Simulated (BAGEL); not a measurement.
# AlHSeCl2 (SMILES [Cl][Al]([Cl])[SeH]) at B3LYP/6-31G(d) (density fitting with qzvpp-jkfit, spherical functions)

What is the energy change on altering one bond length of AlHSeCl2 at B3LYP/6-31G* (density fitting with qzvpp-jkfit, spherical functions)? 

The calculation is run with BAGEL 1.2.2.

1 further run of the same task is left out (set aside as unsound or not needed). Runs told in other sessions of the task aren't counted.

### Step 1. The molecule

AlHSeCl2: 5 atoms, total charge 0, spin state singlet. SMILES: `[Cl][Al]([Cl])[SeH]`. The shape is that of a PBE0-D4/def2-TZVP optimisation.

Bond lengths: Cl1–Al2 2.080 Å, Al2–Cl3 2.078 Å, Al2–Se4 2.290 Å, Se4–H5 1.470 Å. Angles: Cl1–Al2–Cl3 119.7°, Cl1–Al2–Se4 121.6°, Cl3–Al2–Se4 118.7°, Al2–Se4–H5 90.4°.

### Step 2. A single-point energy at B3LYP/6-31G(d) (density fitting with qzvpp-jkfit, spherical functions)

The input, dft.json:

```json
{ "bagel": [

{
  "title": "molecule",
  "basis": "6-31gs.json",
  "df_basis": "qzvpp-jkfit",
  "angstrom": true,
  "geometry": [
    { "atom": "Cl", "xyz": [   -1.129100,   -1.388600,    1.240100 ] },
    { "atom": "Al", "xyz": [    0.378800,   -0.407400,    0.195200 ] },
    { "atom": "Cl", "xyz": [    2.327200,   -1.125400,    0.281000 ] },
    { "atom": "Se", "xyz": [   -0.051800,    1.460300,   -1.058800 ] },
    { "atom": "H", "xyz": [   -1.475200,    1.387400,   -0.698900 ] }
  ]
},
{ "title": "ks", "xc_func": "b3lyp" },
{ "title": "print", "file": "orbitals.molden", "orbitals": true }

]}
```

The basis set 6-31G* is read from a file made from the Basis Set Exchange's data (not shown).

Command:

```console
BAGEL_NUM_THREADS=1 BAGEL dft.json > dft.out
```

Log:

```text
* using 1 threads per process

  ===============================================================
  ===============================================================

  *** Geometry ***

  { "atom" : "Cl", "xyz" : [     -2.133690,     -2.624074,      2.343449 ] },
  { "atom" : "Al", "xyz" : [      0.715828,     -0.769874,      0.368875 ] },
  { "atom" : "Cl", "xyz" : [      4.397771,     -2.126698,      0.531013 ] },
  { "atom" : "Se", "xyz" : [     -0.097888,      2.759567,     -2.000842 ] },
  { "atom" : "H", "xyz" : [     -2.787724,      2.621806,     -1.320730 ] },

  Number of auxiliary basis functions:      668

  Since a DF basis is specified, we compute 2- and 3-index integrals:
    o Being stored without compression. Storage requirement is 0.041 GB

  Number of basis functions:       88
  Number of electrons      :       82

    * METHOD: MOLECULE                             0.54

  *** Kohn-Sham DFT ***

    * Removing 8631 points whose weight is below 1.00e-10
    * Grid points: 65899

  === Nuclear Repulsion ===
   437.9471042451

       - DIIS with orbital gradients will be used.

  === KS iteration (b3lyp / 6-31gs.json) ===
      0      -3446.54149196          0.12761347           0.47
      1      -3129.31772020          0.16353769           0.48
      2      -2999.51010828          0.10936712           0.44
      3      -3373.41944758          0.10957045           0.44
      4      -3541.62438528          0.12153548           0.45
      5      -3545.39777811          0.08113764           0.44
      6      -3543.36022676          0.09423371           0.46
      7      -3405.66472924          0.18255468           0.47
      8      -3486.13860981          0.13339226           0.46
      9      -3559.27724136          0.07389376           0.47
     10      -3564.05000340          0.02474028           0.45
     11      -3564.27353000          0.02266842           0.45
     12      -3564.87744366          0.00421566           0.46
     13      -3564.88638241          0.00281723           0.47
     14      -3564.89443550          0.00050629           0.47
     15      -3564.89468450          0.00012471           0.48
     16      -3564.89469238          0.00002977           0.46
     17      -3564.89469314          0.00000793           0.47
     18      -3564.89469317          0.00000385           0.46
     19      -3564.89469319          0.00000132           0.45
     20      -3564.89469319          0.00000037           0.46
     21      -3564.89469319          0.00000024           0.46
     22      -3564.89469319          0.00000006           0.47
     23      -3564.89469319          0.00000002           0.48
     24      -3564.89469319          0.00000001           0.48
    * SCF iteration converged.

    * Permanent dipole moment:
           (    0.352504,    -0.314607,     0.150857) a.u.

    * METHOD: KS                                  11.79

    * METHOD: PRINT                                0.01

  ===============================================================
```

Run time: 13 s. Hardware: 1 thread of Arm Neoverse V2, shared host; peak memory 0.36 GiB.

### Step 3. The distorted shape

The input, dft.json:

```json
{ "bagel" : [

{
  "title" : "molecule",
  "basis" : "6-31gs.json",
  "df_basis" : "qzvpp-jkfit",
  "angstrom" : "true",
  "geometry" : [
    { "atom" : "Cl", "xyz" : [   -1.883053,   -1.879202,    1.762552 ] },
    { "atom" : "Al", "xyz" : [    0.378800,   -0.407400,    0.195200 ] },
    { "atom" : "Cl", "xyz" : [    2.327200,   -1.125400,    0.281000 ] },
    { "atom" : "Se", "xyz" : [   -0.051800,    1.460300,   -1.058800 ] },
    { "atom" : "H", "xyz" : [   -1.475200,    1.387400,   -0.698900 ] }
  ]
},
{ "title" : "ks", "xc_func" : "b3lyp" },
{ "title" : "print", "file" : "orbitals.molden", "orbitals" : "true" }

]}
```

The basis set 6-31G* is read from a file made from the Basis Set Exchange's data (not shown).

Command:

```console
BAGEL_NUM_THREADS=1 BAGEL dft.json > dft.out
```

Log:

```text
* using 1 threads per process

  ===============================================================
  ===============================================================

  *** Geometry ***

  { "atom" : "Cl", "xyz" : [     -3.558454,     -3.551177,      3.330741 ] },
  { "atom" : "Al", "xyz" : [      0.715828,     -0.769874,      0.368875 ] },
  { "atom" : "Cl", "xyz" : [      4.397771,     -2.126698,      0.531013 ] },
  { "atom" : "Se", "xyz" : [     -0.097888,      2.759567,     -2.000842 ] },
  { "atom" : "H", "xyz" : [     -2.787724,      2.621806,     -1.320730 ] },

  Number of auxiliary basis functions:      668

  Since a DF basis is specified, we compute 2- and 3-index integrals:
    o Being stored without compression. Storage requirement is 0.041 GB

  Number of basis functions:       88
  Number of electrons      :       82

    * METHOD: MOLECULE                             0.54

  *** Kohn-Sham DFT ***

    * Removing 7809 points whose weight is below 1.00e-10
    * Grid points: 66721

  === Nuclear Repulsion ===
   394.3965072679

       - DIIS with orbital gradients will be used.

  === KS iteration (b3lyp / 6-31gs.json) ===
      0      -3442.82679224          0.13120107           0.52
      1      -3129.83252908          0.15191981           0.49
      2      -3186.44887666          0.12122433           0.47
      3      -3529.45834403          0.10419169           0.47
      4      -3554.44465077          0.06623460           0.48
      5      -3518.50766184          0.09780714           0.47
      6      -3563.13281686          0.04680660           0.49
      7      -3375.31051624          0.15488218           0.50
      8      -3561.46069316          0.04338685           0.49
      9      -3557.69468087          0.05133231           0.49
     10      -3557.68153195          0.04784966           0.48
     11      -3564.64969512          0.00975292           0.48
     12      -3564.77163796          0.00543148           0.46
     13      -3564.80008453          0.00137659           0.49
     14      -3564.80303278          0.00028219           0.49
     15      -3564.80296189          0.00029247           0.48
     16      -3564.80309871          0.00007328           0.50
     17      -3564.80310630          0.00001198           0.48
     18      -3564.80310643          0.00000416           0.48
     19      -3564.80310644          0.00000213           0.49
     20      -3564.80310644          0.00000071           0.47
     21      -3564.80310644          0.00000028           0.50
     22      -3564.80310644          0.00000007           0.50
     23      -3564.80310644          0.00000003           0.51
     24      -3564.80310644          0.00000001           0.49
     25      -3564.80310644          0.00000000           0.49
    * SCF iteration converged.

    * Permanent dipole moment:
           (   -0.880395,    -1.319396,     1.151809) a.u.

    * METHOD: KS                                  12.93

    * METHOD: PRINT                                0.01

  ===============================================================
```

It took 14 s on 1 thread of Arm Neoverse V2, shared host; peak memory 0.37 GiB.

### Step 4. Outcome

At B3LYP/6-31G* (density fitting with qzvpp-jkfit, spherical functions):

| quantity | value |
| --- | --- |
| first shape: total energy | -3564.89469 Eh |
| first shape: dipole moment | 1.26 D |
| first shape: HOMO energy | -7.53 eV |
| first shape: LUMO energy | -1.43 eV |
| first shape: HOMO–LUMO gap | 6.10 eV |
| distorted shape: total energy | -3564.80311 Eh |
| distorted shape: dipole moment | 4.98 D |
| distorted shape: HOMO energy | -7.33 eV |
| distorted shape: LUMO energy | -4.13 eV |
| distorted shape: HOMO–LUMO gap | 3.20 eV |
| energy change with the Cl1–Al2 bond stretched from 2.080 to 3.121 Å | 2.492 eV |

With the Cl1–Al2 bond stretched from 2.080 to 3.121 Å the energy rises by 2.49 eV (240 kJ/mol). The first shape isn't relaxed at this level, so the change isn't measured from a minimum.
